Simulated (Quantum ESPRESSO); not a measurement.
Runs of Quantum ESPRESSO 7.5 on BAs. Symmetry: F-43m, No. 216, cubic system. The conventional cell has a = 4.777 Å, b = 4.777 Å, c = 4.777 Å, α = 90.00°, β = 90.00°, γ = 90.00°. Around B (site symmetry -43m) lie 4 As at 2.07 Å. As (site symmetry -43m) is surrounded by 4 B at 2.07 Å. 

```csv
k mesh,k mesh of the self-consistent run,mesh quality,gap on the mesh (eV)
6 × 6 × 6,10 × 10 × 10,not flagged,(a)
8 × 8 × 8,10 × 10 × 10,not flagged,1.21
12 × 12 × 12,12 × 12 × 12,not flagged,1.20
4 × 4 × 4,10 × 10 × 10,coarse,1.45
```

Alike in all rows: task single point; level PBE; potentials or basis PseudoDojo 0.4.1 SR PBE standard; no spin polarisation; cell as given; cutoff (eV) 1143; smearing fixed.

Problem. Estimate the missing entries.

Solution. (a) 1.29.

Caveats: some runs use coarse meshes.

A k mesh can miss the band edges, and the runs leave out spin-orbit coupling on As.

Not every run made on this cell is shown here.
